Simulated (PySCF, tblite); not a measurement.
**AsBH₆OSi: dynamics, then NMR shifts on frames**

How do NMR shifts of AsBH₆OSi (`[SiH3]OB[AsH2]`) change as the atoms move?

Computed with tblite 0.8.0 and PySCF 2.14.0, with density-fitted response routines of our own, on a single molecule in the gas phase. Atoms are numbered from 0 throughout.

### 1 The starting structure

10 atoms, charge 0, multiplicity 1; geometry from: GFN2-xTB.

Bonds of the start (Å): Si0–O1 1.61, O1–B2 1.31, B2–As3 2.04, Si0–H4 1.46, Si0–H5 1.46, Si0–H6 1.47, B2–H7 1.19, As3–H8 1.51, As3–H9 1.50.

### 2 Thermal motion with GFN2-xTB

Job settings and geometry (Å):

```
{"job": {"kind": "md", "xc": "GFN2-xTB", "basis": "xTB", "temperature": 600, "steps": 2000, "every": 50, "frames": 5}, "charge": 0, "multiplicity": 1}
Si    -1.795212     0.231452    -0.033605
O     -0.503935    -0.651524    -0.432227
B      0.776736    -0.933610    -0.434555
As     2.181845     0.217079     0.490387
H     -2.608475    -0.688405     0.759988
H     -2.370608     0.597855    -1.326167
H     -1.426456     1.420857     0.745873
H      1.109898    -1.936695    -0.971628
H      1.570826     1.518973     0.046005
H      3.074264     0.228674    -0.719439
```

Level: GFN2-xTB Langevin dynamics, gas phase.

Started as:

```console
$ OMP_NUM_THREADS=1 python probes_run.py task.json out
```

The driver reads the jobs from task.json and runs them one after another.

Standard output:

```text
t/fs     T/K      E/eV
    0.0   508.5   -341.36812
   25.0   295.5   -341.05671
   50.0   497.5   -340.92563
   75.0   405.0   -340.90661
  100.0   530.0   -340.93964
  125.0   433.9   -340.76558
  150.0   572.3   -340.86206
  175.0   542.7   -340.91636
  200.0   579.7   -340.96089
  225.0   558.4   -340.92151
  250.0   626.8   -340.86696
  275.0   486.2   -340.60701
  300.0   597.5   -340.85682
  325.0   502.4   -340.81274
  350.0   861.6   -340.93290
  375.0   480.9   -340.80953
  400.0   629.9   -340.91704
  425.0   626.7   -340.81847
  450.0   404.0   -340.69643
  475.0   491.2   -340.80273
  500.0   611.9   -340.91232
  525.0   605.7   -340.85829
  550.0   687.9   -340.86528
  575.0   519.3   -341.02621
  600.0   501.7   -340.90024
  625.0   576.9   -340.87905
  650.0   582.7   -340.80649
  675.0   659.3   -340.88244
  700.0   458.3   -340.78590
  725.0   573.2   -340.67425
  750.0   343.6   -340.69314
  775.0   615.2   -340.87154
  800.0   341.2   -340.84403
  825.0   558.9   -340.83948
  850.0   339.0   -340.74625
  875.0   509.6   -340.93877
  900.0   468.6   -340.79625
  925.0   589.5   -340.65402
  950.0   667.7   -340.45269
  975.0   884.5   -340.52929
 1000.0   989.0   -340.31752
```

It took 7.6 s on 1 thread of Arm Neoverse V1, shared host; peak memory 0.19 GiB.

Distance from the start (root mean square after alignment): 0 fs 0.00 Å, 200 fs 1.53 Å, 400 fs 1.41 Å, 600 fs 0.89 Å, 800 fs 1.48 Å, 1000 fs 1.48 Å.

Positions (Å) and forces (eV/Å) at 1000 fs:

```xyz
10

Si   -2.588    0.497    0.118   -0.308    0.533    0.100
O    -0.912    0.613    0.041    0.396   -2.043   -0.613
B    -0.070   -0.556   -0.169   -2.854    1.522    0.206
As    1.683   -0.849    0.623    0.710   -0.825   -0.587
H    -3.108    1.722    0.801    0.608   -0.354   -0.344
H    -2.714   -0.649    1.002   -0.259   -0.215    0.139
H    -3.590    0.273   -1.052    1.221    0.140    0.545
H    -0.737   -1.475   -0.541    0.513    0.019   -0.233
H     2.180    0.420    0.205    0.507    1.430    0.090
H     2.387   -1.308   -0.723   -0.535   -0.208    0.695
```

### 3 Shielding tensors: 250 fs, PBE0/pcSseg-1

Job settings and geometry (Å):

```
{"job": {"kind": "nmr", "xc": "PBE0", "basis": "pcSseg-1", "pop": false}, "charge": 0, "multiplicity": 1}
Si    -2.138700     0.226800     0.057600
O     -0.578700    -0.173800    -0.301100
B      0.627600    -0.589200    -0.710100
As     2.289800    -0.406700     0.526900
H     -2.207700     1.733200    -0.143000
H     -2.243800    -0.138100     1.404400
H     -3.037900    -0.567300    -0.683500
H      0.761100    -1.337500    -1.631100
H      1.282600     0.478400     1.225100
H      2.690600     0.732100    -0.285600
```

Method: GIAO PBE0/pcSseg-1 NMR shielding, non-relativistic, gas phase.

Standard output:

```text
coarse grid: 38936 points
cycle   1  E = -2628.2226241298  dE = -5.896e-01  |g| = 9.221e-01  |ddm| = 2.833e+00
cycle   2  E = -2628.0588408372  dE =  1.638e-01  |g| = 1.219e+00  |ddm| = 1.273e+00
cycle   3  E = -2628.2985969378  dE = -2.398e-01  |g| = 2.595e-01  |ddm| = 1.039e+00
cycle   4  E = -2628.3105882222  dE = -1.199e-02  |g| = 3.886e-02  |ddm| = 1.911e-01
cycle   5  E = -2628.3106939661  dE = -1.057e-04  |g| = 7.952e-03  |ddm| = 2.562e-02
cycle   6  E = -2628.3107007817  dE = -6.816e-06  |g| = 2.429e-03  |ddm| = 1.187e-02
final grid: 79648 points
cycle   7  E = -2628.3107120688  dE =  2.508e-07  |g| = 3.072e-03  |ddm| = 7.277e-03
cycle   8  E = -2628.3107112389  dE =  8.299e-07  |g| = 4.000e-03  |ddm| = 7.696e-03
cycle   9  E = -2628.3107139201  dE = -2.681e-06  |g| = 3.324e-04  |ddm| = 3.914e-03
cycle  10  E = -2628.3107139402  dE = -2.006e-08  |g| = 9.433e-05  |ddm| = 3.054e-04
cycle  11  E = -2628.3107139420  dE = -1.821e-09  |g| = 6.937e-06  |ddm| = 8.241e-05
cycle  12  E = -2628.3107139420  dE = -3.638e-12  |g| = 1.810e-06  |ddm| = 9.780e-06
converged SCF energy = -2628.3107139420

GIAO shielding tensors (ppm)
atom      isotropic    diamagn.    paramagn.     s11        s22        s33       span
  0 Si     387.466     879.021    -491.555    346.254    363.276    452.868    106.614
  1 O      125.513     395.347    -269.834    -74.421     79.995    370.965    445.386
  2 B       33.861     191.329    -157.468    -50.785     53.625     98.744    149.529
  3 As    1900.713    2882.516    -981.803   1742.423   1846.712   2113.004    370.581
  4 H       25.554      27.733      -2.178     22.514     24.519     29.630      7.115
  5 H       26.948      30.217      -3.269     23.256     26.402     31.186      7.930
  6 H       26.853      28.968      -2.115     23.603     25.223     31.733      8.130
  7 H       23.967      28.788      -4.821     18.936     22.893     30.072     11.136
  8 H       29.750      31.320      -1.569     22.729     26.011     40.512     17.783
  9 H       30.901      31.696      -0.795     24.122     24.942     43.640     19.518
```

Wall time 10 s (1 thread of Arm Neoverse V1, shared host); peak memory 0.6 GiB.

Shifts follow as δ = σ(reference) − σ, with reference shieldings (ppm) from runs at the same level and on the same kind of geometry: ¹H TMS 31.72, ²⁹Si TMS 349.2, ¹⁷O H2O 336.1, ¹¹B BF3·OEt2 100.1, ⁷⁵As AsH3 1989. The references are single molecules in the gas phase, so shifts against H2O, NH3, PH3, H3PO4 or CFCl3 are not on the usual liquid scales and can be off by tens of ppm. Shifts against hydride references such as AlH4− lie on their own scale. Each atom is listed at this fixed geometry, with no averaging over motion; a spectrum would average atoms that exchange fast.

```csv
atoms,environment,σ (ppm),δ (ppm)
H7,"hydrogen on a boron bonded to As, O",23.97,7.75
H4,hydrogen on a silicon bonded to O,25.55,6.16
H6,hydrogen on a silicon bonded to O,26.85,4.86
H5,hydrogen on a silicon bonded to O,26.95,4.77
H8,hydrogen on an arsenic bonded to B,29.75,1.97
H9,hydrogen on an arsenic bonded to B,30.90,0.82
Si0,"silicon bonded to O, 3 H",387.5,-38.3
O1,"oxygen bonded to B, Si",125.5,210.6
B2,"boron bonded to As, O, H",33.9,66.2
As3,"arsenic bonded to B, 2 H",1901,88
```

### 4 Nuclear shieldings: 425 fs, PBE0/pcSseg-1

Job settings and geometry (Å):

```
{"job": {"kind": "nmr", "xc": "PBE0", "basis": "pcSseg-1", "pop": false}, "charge": 0, "multiplicity": 1}
Si    -2.128700     0.219700     0.099600
O     -0.555900    -0.228000    -0.039800
B      0.636000    -0.359400    -0.615400
As     2.238700    -0.887700     0.467800
H     -2.430900     0.532700     1.530400
H     -2.729400    -0.869000    -0.618800
H     -2.887400     1.452500    -0.514800
H      0.646500    -0.327500    -1.850200
H      2.220000     0.402400     1.133400
H      3.101400    -0.399900    -0.685100
```

Method: GIAO PBE0/pcSseg-1 NMR shielding, non-relativistic, gas phase.

Standard output:

```text
coarse grid: 38936 points
cycle   1  E = -2628.2207036509  dE = -5.892e-01  |g| = 9.262e-01  |ddm| = 2.837e+00
cycle   2  E = -2628.0585300005  dE =  1.622e-01  |g| = 1.217e+00  |ddm| = 1.304e+00
cycle   3  E = -2628.2971432855  dE = -2.386e-01  |g| = 2.607e-01  |ddm| = 1.078e+00
cycle   4  E = -2628.3090190806  dE = -1.188e-02  |g| = 4.314e-02  |ddm| = 1.943e-01
cycle   5  E = -2628.3091443604  dE = -1.253e-04  |g| = 9.244e-03  |ddm| = 3.169e-02
cycle   6  E = -2628.3091552137  dE = -1.085e-05  |g| = 2.561e-03  |ddm| = 1.396e-02
cycle   7  E = -2628.3091571360  dE = -1.922e-06  |g| = 3.805e-04  |ddm| = 3.868e-03
final grid: 79648 points
cycle   8  E = -2628.3091684849  dE = -1.340e-08  |g| = 3.838e-04  |ddm| = 1.083e-03
cycle   9  E = -2628.3091684731  dE =  1.182e-08  |g| = 4.267e-04  |ddm| = 9.132e-04
cycle  10  E = -2628.3091685348  dE = -6.176e-08  |g| = 5.965e-05  |ddm| = 4.986e-04
cycle  11  E = -2628.3091685354  dE = -5.448e-10  |g| = 1.035e-05  |ddm| = 4.850e-05
converged SCF energy = -2628.3091685354

GIAO shielding tensors (ppm)
atom      isotropic    diamagn.    paramagn.     s11        s22        s33       span
  0 Si     390.752     876.868    -486.116    312.634    354.737    504.886    192.252
  1 O      134.692     395.312    -260.621    -46.303     72.479    377.899    424.202
  2 B       35.570     191.407    -155.838    -42.084     52.173     96.620    138.704
  3 As    1883.080    2879.900    -996.820   1767.202   1837.688   2044.350    277.148
  4 H       25.613      27.699      -2.086     22.152     25.006     29.680      7.528
  5 H       26.351      28.206      -1.855     22.749     24.967     31.335      8.586
  6 H       24.958      26.494      -1.536     22.642     23.626     28.606      5.964
  7 H       24.230      28.929      -4.698     21.609     22.507     28.575      6.965
  8 H       30.251      31.174      -0.923     22.816     25.232     42.704     19.888
  9 H       29.007      29.009      -0.002     22.221     23.889     40.911     18.690
```

Wall time 8.8 s (1 thread of Arm Neoverse V1, shared host); peak memory 0.68 GiB.

Key values: δ Si0 -41.6, O1 201.4, B2 64.5, As3 106, H7 7.49, H6 6.76 ppm.

### 5 NMR shieldings: 625 fs, PBE0/pcSseg-1

Job settings and geometry (Å):

```
{"job": {"kind": "nmr", "xc": "PBE0", "basis": "pcSseg-1", "pop": false}, "charge": 0, "multiplicity": 1}
Si    -1.713000    -0.121600     0.501900
O     -0.419400    -0.622800    -0.224400
B      0.764300    -0.224900    -0.618600
As     2.204500    -0.934600     0.682600
H     -2.173400     1.192300    -0.022900
H     -1.227500    -0.001600     1.926700
H     -2.738500    -1.248700     0.395200
H      0.670600     0.497200    -1.611100
H      1.819200     0.087800     1.784700
H      3.290500    -0.001000     0.311700
```

Level: GIAO PBE0/pcSseg-1 NMR shielding, non-relativistic, gas phase.

Standard output:

```text
coarse grid: 38936 points
cycle   1  E = -2628.2139254800  dE = -5.250e-01  |g| = 9.513e-01  |ddm| = 2.829e+00
cycle   2  E = -2628.0532099359  dE =  1.607e-01  |g| = 1.234e+00  |ddm| = 1.468e+00
cycle   3  E = -2628.2986524308  dE = -2.454e-01  |g| = 2.420e-01  |ddm| = 1.218e+00
cycle   4  E = -2628.3086285340  dE = -9.976e-03  |g| = 4.294e-02  |ddm| = 1.941e-01
cycle   5  E = -2628.3087449932  dE = -1.165e-04  |g| = 9.208e-03  |ddm| = 3.177e-02
cycle   6  E = -2628.3087559108  dE = -1.092e-05  |g| = 2.345e-03  |ddm| = 1.394e-02
cycle   7  E = -2628.3087574253  dE = -1.515e-06  |g| = 3.813e-04  |ddm| = 3.744e-03
final grid: 79648 points
cycle   8  E = -2628.3087386254  dE = -4.971e-08  |g| = 3.535e-04  |ddm| = 1.593e-03
cycle   9  E = -2628.3087386248  dE =  5.753e-10  |g| = 3.561e-04  |ddm| = 8.934e-04
cycle  10  E = -2628.3087386682  dE = -4.335e-08  |g| = 4.949e-05  |ddm| = 4.652e-04
cycle  11  E = -2628.3087386686  dE = -3.783e-10  |g| = 5.701e-06  |ddm| = 4.279e-05
converged SCF energy = -2628.3087386686

GIAO shielding tensors (ppm)
atom      isotropic    diamagn.    paramagn.     s11        s22        s33       span
  0 Si     404.305     879.588    -475.284    372.631    383.248    457.035     84.404
  1 O      106.544     399.418    -292.874   -106.460     51.945    374.146    480.607
  2 B       33.767     193.188    -159.421    -37.652     45.760     93.192    130.844
  3 As    1881.008    2878.477    -997.469   1750.537   1874.405   2018.083    267.546
  4 H       26.236      28.844      -2.608     23.515     24.438     30.755      7.239
  5 H       26.083      29.359      -3.276     22.363     26.293     29.593      7.230
  6 H       25.632      27.663      -2.031     22.965     24.196     29.734      6.769
  7 H       24.215      29.036      -4.821     22.309     23.902     26.434      4.125
  8 H       28.599      29.440      -0.841     21.580     24.980     39.238     17.658
  9 H       29.463      29.721      -0.259     22.703     23.591     42.094     19.391
```

Run time: 8.8 s. Hardware: 1 thread of Arm Neoverse V1, shared host; peak memory 0.68 GiB.

This run: δ Si0 -55.1, O1 229.5, B2 66.3, As3 108, H7 7.50, H6 6.09 ppm.

### 6 Nuclear shieldings: 800 fs, PBE0/pcSseg-1

Job settings and geometry (Å):

```
{"job": {"kind": "nmr", "xc": "PBE0", "basis": "pcSseg-1", "pop": false}, "charge": 0, "multiplicity": 1}
Si    -2.204300     0.223100     0.381800
O     -0.777400    -0.255800    -0.004800
B      0.388600    -0.837900    -0.238500
As     2.175900    -0.612200     0.869500
H     -2.291900     1.528000    -0.173000
H     -2.274900    -0.170500     1.809000
H     -3.218100    -0.757100    -0.436000
H      0.597200    -1.396700    -1.286600
H      1.693600     0.428000     1.929800
H      2.718300     0.439800     0.057400
```

Level: GIAO PBE0/pcSseg-1 NMR shielding, non-relativistic, gas phase.

Standard output:

```text
coarse grid: 38936 points
cycle   1  E = -2628.2108615074  dE = -5.609e-01  |g| = 9.358e-01  |ddm| = 2.850e+00
cycle   2  E = -2628.0659388427  dE =  1.449e-01  |g| = 1.193e+00  |ddm| = 1.173e+00
cycle   3  E = -2628.2902820931  dE = -2.243e-01  |g| = 2.450e-01  |ddm| = 9.471e-01
cycle   4  E = -2628.3009849728  dE = -1.070e-02  |g| = 3.699e-02  |ddm| = 1.818e-01
cycle   5  E = -2628.3010882153  dE = -1.032e-04  |g| = 7.452e-03  |ddm| = 2.552e-02
cycle   6  E = -2628.3010944677  dE = -6.252e-06  |g| = 2.389e-03  |ddm| = 1.127e-02
final grid: 79648 points
cycle   7  E = -2628.3010597441  dE =  4.991e-08  |g| = 2.982e-03  |ddm| = 6.684e-03
cycle   8  E = -2628.3010592769  dE =  4.672e-07  |g| = 3.769e-03  |ddm| = 6.841e-03
cycle   9  E = -2628.3010612943  dE = -2.017e-06  |g| = 3.211e-04  |ddm| = 3.355e-03
cycle  10  E = -2628.3010613132  dE = -1.884e-08  |g| = 8.429e-05  |ddm| = 2.776e-04
cycle  11  E = -2628.3010613146  dE = -1.472e-09  |g| = 4.312e-06  |ddm| = 7.657e-05
cycle  12  E = -2628.3010613146  dE = -9.550e-12  |g| = 1.917e-06  |ddm| = 7.738e-06
converged SCF energy = -2628.3010613146

GIAO shielding tensors (ppm)
atom      isotropic    diamagn.    paramagn.     s11        s22        s33       span
  0 Si     395.954     879.637    -483.683    364.888    369.364    453.609     88.721
  1 O      126.862     391.573    -264.710    -72.899     71.620    381.865    454.764
  2 B       36.967     193.265    -156.298    -38.474     50.347     99.028    137.503
  3 As    1812.276    2879.034   -1066.758   1675.576   1715.921   2045.333    369.758
  4 H       26.352      29.639      -3.287     23.127     25.197     30.731      7.604
  5 H       25.542      28.308      -2.766     22.016     25.044     29.566      7.550
  6 H       24.641      26.089      -1.448     21.972     23.396     28.557      6.585
  7 H       24.260      29.173      -4.913     19.823     23.030     29.926     10.102
  8 H       28.617      29.666      -1.049     22.403     24.471     38.977     16.575
  9 H       30.172      31.736      -1.564     23.520     24.267     42.729     19.209
```

Wall time 9.8 s (1 thread of Arm Neoverse V1, shared host); peak memory 0.66 GiB.

This run: δ Si0 -46.8, O1 209.2, B2 63.1, As3 176, H7 7.46, H6 7.08 ppm.

### 7 NMR shieldings: 1000 fs, PBE0/pcSseg-1

Job settings and geometry (Å):

```
{"job": {"kind": "nmr", "xc": "PBE0", "basis": "pcSseg-1", "pop": false}, "charge": 0, "multiplicity": 1}
Si    -2.588400     0.497200     0.117700
O     -0.911800     0.613000     0.040700
B     -0.069900    -0.556400    -0.168900
As     1.683200    -0.849000     0.623400
H     -3.108200     1.722000     0.801100
H     -2.714400    -0.648800     1.001700
H     -3.589600     0.272900    -1.051900
H     -0.737200    -1.474600    -0.541000
H      2.180000     0.419600     0.205400
H      2.387200    -1.308100    -0.723400
```

With the program's defaults for keys left out, this is: GIAO PBE0/pcSseg-1 NMR shielding, non-relativistic, gas phase.

Standard output:

```text
coarse grid: 38936 points
cycle   1  E = -2628.2045266304  dE = -6.782e-01  |g| = 9.364e-01  |ddm| = 2.842e+00
cycle   2  E = -2627.9515731389  dE =  2.530e-01  |g| = 1.385e+00  |ddm| = 1.613e+00
cycle   3  E = -2628.2828982857  dE = -3.313e-01  |g| = 3.057e-01  |ddm| = 1.372e+00
cycle   4  E = -2628.2992757188  dE = -1.638e-02  |g| = 5.091e-02  |ddm| = 2.274e-01
cycle   5  E = -2628.2994466959  dE = -1.710e-04  |g| = 1.203e-02  |ddm| = 4.215e-02
cycle   6  E = -2628.2994671479  dE = -2.045e-05  |g| = 3.138e-03  |ddm| = 1.793e-02
cycle   7  E = -2628.2994702949  dE = -3.147e-06  |g| = 5.113e-04  |ddm| = 4.805e-03
final grid: 79648 points
cycle   8  E = -2628.2994391569  dE = -1.990e-08  |g| = 5.079e-04  |ddm| = 1.349e-03
cycle   9  E = -2628.2994391314  dE =  2.551e-08  |g| = 5.929e-04  |ddm| = 1.276e-03
cycle  10  E = -2628.2994392458  dE = -1.143e-07  |g| = 9.701e-05  |ddm| = 7.117e-04
cycle  11  E = -2628.2994392472  dE = -1.466e-09  |g| = 1.873e-05  |ddm| = 7.612e-05
cycle  12  E = -2628.2994392473  dE = -6.094e-11  |g| = 4.381e-06  |ddm| = 1.773e-05
converged SCF energy = -2628.2994392473

GIAO shielding tensors (ppm)
atom      isotropic    diamagn.    paramagn.     s11        s22        s33       span
  0 Si     379.230     876.604    -497.375    313.954    354.279    469.456    155.503
  1 O      123.572     395.012    -271.440    -73.348     67.808    376.256    449.605
  2 B       21.091     190.939    -169.848    -65.603     38.265     90.612    156.215
  3 As    1932.159    2878.977    -946.818   1753.885   1934.680   2107.913    354.027
  4 H       26.094      27.268      -1.174     23.019     24.813     30.451      7.432
  5 H       26.764      28.581      -1.817     22.833     26.020     31.440      8.608
  6 H       25.264      26.199      -0.934     22.888     23.670     29.235      6.347
  7 H       24.597      30.471      -5.875     21.322     23.264     29.204      7.882
  8 H       30.388      31.678      -1.290     22.660     24.706     43.798     21.137
  9 H       28.013      27.433       0.581     21.439     23.266     39.336     17.897
```

Run time: 10 s. Hardware: 1 thread of Arm Neoverse V1, shared host; peak memory 0.66 GiB.

This run: δ Si0 -30.1, O1 212.5, B2 79.0, As3 57, H7 7.12, H6 6.45 ppm.

### 8 Comparing the runs: NMR shifts

Shifts (ppm) of some atoms, chosen among heavy atoms and hydrogens apart, with basis size and wall time:

| frame | H6 | H8 | H9 | Si0 | O1 | B2 | As3 | functions | time |
| --- | --- | --- | --- | --- | --- | --- | --- | --- | --- |
| 250 fs | 4.86 | 1.97 | 0.82 | -38.3 | 210.6 | 66.2 | 88 | 129 | 10 s |
| 425 fs | 6.76 | 1.47 | 2.71 | -41.6 | 201.4 | 64.5 | 106 | 129 | 8.8 s |
| 625 fs | 6.09 | 3.12 | 2.25 | -55.1 | 229.5 | 66.3 | 108 | 129 | 8.8 s |
| 800 fs | 7.08 | 3.10 | 1.54 | -46.8 | 209.2 | 63.1 | 176 | 129 | 9.8 s |
| 1000 fs | 6.45 | 1.33 | 3.70 | -30.1 | 212.5 | 79.0 | 57 | 129 | 10 s |

### 9 Summary of results

```
                                           quantity                                   value
                                         thermostat                                   600 K
                      mean temperature, second half                                   575 K
            mean potential energy above the minimum                                 0.59 eV
      ¹H shifts against TMS (PBE0/pcSseg-1, 250 fs)  7.75, 6.16, 4.86, 4.77, 1.97, 0.82 ppm
    ²⁹Si shifts against TMS (PBE0/pcSseg-1, 250 fs)                               -38.3 ppm
     ¹⁷O shifts against H2O (PBE0/pcSseg-1, 250 fs)                               210.6 ppm
¹¹B shifts against BF3·OEt2 (PBE0/pcSseg-1, 250 fs)                                66.2 ppm
   ⁷⁵As shifts against AsH3 (PBE0/pcSseg-1, 250 fs)                                  88 ppm
                          range of the shift of As3                           57 to 176 ppm
```

What this shows: In the second half the potential energy averages 0.59 eV above the minimum; equipartition over 24 harmonic modes at 600 K would give 0.62 eV. With 10 atoms the temperature swings widely (296 to 989 K). Shifts at one fixed geometry are not the observed spectrum, which averages over the motion. In the first frame run (250 fs): The largest span, 445 ppm, is at O1, where the paramagnetic term is -270 ppm. In ppm, As3 moves most: its shift spreads over 120 ppm, from 57 (1000 fs) to 176 (800 fs). Spin-orbit coupling is left out, which matters for shieldings and couplings at and beside the heavy atoms.
